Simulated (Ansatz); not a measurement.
# Te2Mo: further runs on the relaxed cell

One table from this session's results is given with a row withheld; the runs are named, their logs left out.

Program: Ansatz 0.2.0. Level of theory: DFT r2SCAN, scalar-relativistic, plane waves, PAW. These are calculated values, not measurements.

2 further runs of the same task are left out: 2 set aside as unsound or not needed.

## The starting structure

The structure is hexagonal, space group P6_3/mmc (No. 194). Conventional cell: a = 3.564 Å, b = 3.564 Å, c = 14.727 Å, α = 90.00°, β = 90.00°, γ = 120.00°. Te (site symmetry 3m) is surrounded by 3 Mo at 2.73 Å. Mo (site symmetry -6m2) has 6 Te at 2.73 Å as nearest neighbours.

As a file:

```cif
data_structure
_symmetry_space_group_name_H-M 'P6_3/mmc'
_symmetry_Int_Tables_number 194
_cell_length_a 3.5635
_cell_length_b 3.5635
_cell_length_c 14.7270
_cell_angle_alpha 90.000
_cell_angle_beta 90.000
_cell_angle_gamma 120.000
_cell_volume 161.96
loop_
_atom_site_label
_atom_site_type_symbol
_atom_site_symmetry_multiplicity
_atom_site_Wyckoff_symbol
_atom_site_fract_x
_atom_site_fract_y
_atom_site_fract_z
_atom_site_occupancy
Te1 Te 4 f 0.33333 0.66667 0.62849 1
Mo1 Mo 2 c 0.33333 0.66667 0.25000 1
```

It is the result of an earlier relaxation at this level (volume 26.99 Å³/atom; gap on the mesh: 1.06 eV).

Set-up of the first run:

input.yaml reads:

```yaml
crystal:
  lattice:
    - [3.52750402, 0.0, 0.0]
    - [-1.76375201, 3.0549080933, 0.0]
    - [0.0, 0.0, 14.5782597241]
  atoms:
    - { symbol: Te, position: [0.3333333333, 0.6666666667, 0.6284883582] }
    - { symbol: Te, position: [0.6666666667, 0.3333333333, 0.1284883582] }
    - { symbol: Te, position: [0.3333333333, 0.6666666667, 0.8715116418] }
    - { symbol: Te, position: [0.6666666667, 0.3333333333, 0.3715116418] }
    - { symbol: Mo, position: [0.3333333333, 0.6666666667, 0.25] }
    - { symbol: Mo, position: [0.6666666667, 0.3333333333, 0.75] }
basis:
  ecutwfc: 500
kpoints:
  mp_grid: { grid: [9, 9, 2] }
hamiltonian:
  xc: r2scan
scf:
  occupations: { method: gaussian, width: 0.02 }
output:
  forces: true
  stress: true
  eigenvalues: true
  write_density: true
  write_potential: true
  elf: true
  volumetric_format: npy
relax:
  adjacent_minimum: "off"
  f_tol: 0.01
  max_steps: 30
  cell: { stress_tol: 0.1, fix: [volume] }
```

Command:

```
$ ansatz run input.yaml --threads 4 --pin off --max-ram 10240MiB --backend cpu --events-out ev --progress --plain --runs-dir out
```

Among the steps run: Volume × 0.97; The cell scaled to 1.03 of its volume; Volume × 0.94; Point at V/V0 = 1.06.

One of the session's tables, all rows but one given; the rest of the session is left out.

It belongs to the step «Energy against volume». 

| volume (Å³/atom) | energy above the lowest point (meV/atom) | pressure (GPa) | gap on the mesh (eV) |
| --- | --- | --- | --- |
| 25.373 | 7.7 | 1.75 | 0.92 |
| 26.183 | ? | ? | ? |
| 26.993 | 0.0 | 0.01 | 1.06 |
| 27.803 | 1.0 | -0.35 | 1.06 |
| 28.612 | 3.4 | -0.52 | 1.06 |

Q: Estimate the row for volume (Å³/atom) = 26.183 from the others.

Worked estimate for «energy above the lowest point (meV/atom)». A straight line through the neighbours (25.373, 7.7) and (26.993, 0.0) gives 7.7 + (0.0 − 7.7) × (26.183 − 25.373) / (26.993 − 25.373) = 3.9; a parabola fitted to 3 rows on both sides gives 2.2.

The run gave: energy above the lowest point (meV/atom): 1.7; pressure (GPa): 0.70; gap on the mesh (eV): 1.02. In «energy above the lowest point (meV/atom)» the line misses by +2.2 and the parabola by +0.5.

Caveats from the session: Layers here are held mostly by dispersion, which this level lacks, so their spacing and the stiffness across them are unreliable there.
